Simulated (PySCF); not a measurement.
# Re3 (Re3-): the cost of one run

The runs use PySCF 2.14.0; TPSS, Re def2-SVP with ECP60; scalar-relativistic core potentials, no spin–orbit coupling.

3 further runs of the same task are left out: 2 for a known fault of the program, 1 that didn't finish.

### 1 The system as given

3 atoms, charge -1, spin multiplicity 3.

Bond lengths: Re1–Re2 2.227 Å, Re2–Re3 2.227 Å. Angles: Re1–Re2–Re3 68.6°.

Coordinates:

| atom | x (Å) | y (Å) | z (Å) |
| --- | --- | --- | --- |
| Re1 | -0.0289 | 0.6124 | 1.2556 |
| Re2 | 0.0578 | -1.2248 | 0.0000 |
| Re3 | -0.0289 | 0.6124 | -1.2556 |

An earlier session relaxed this geometry at TPSS, Re def2-SVP with ECP60 (triplet, point group C2v).

Its energy there is -234.764378 Eh.

### 2 Multiplicity 1 at the relaxed geometry

run.py (the lines that set the calculation)

```python
mol = gto.M(atom='''
Re    -0.02888     0.61239     1.25563
Re     0.05776    -1.22479     0.00000
Re    -0.02888     0.61239    -1.25563''',
    basis={'Re': 'def2-SVP'},
    ecp={'Re': 'def2-SVP'},
    charge=-1, spin=0)
mf = dft.RKS(mol, xc='TPSS')
mf.grids.atom_grid = (50, 194)
mf = mf.density_fit()  # fitting sets: Re def2-universal-JKFIT
mf.conv_tol = 1e-08; mf.max_cycle = 55
mf.kernel(dm0)  # dm0: free metal ions and neutral atoms
```

Started as:

```sh
> OMP_NUM_THREADS=2 python run.py
```

**Question.** How long does this run take on 2 threads of AMD EPYC 7R43 (Zen 3), shared host?

About 4.4 s.
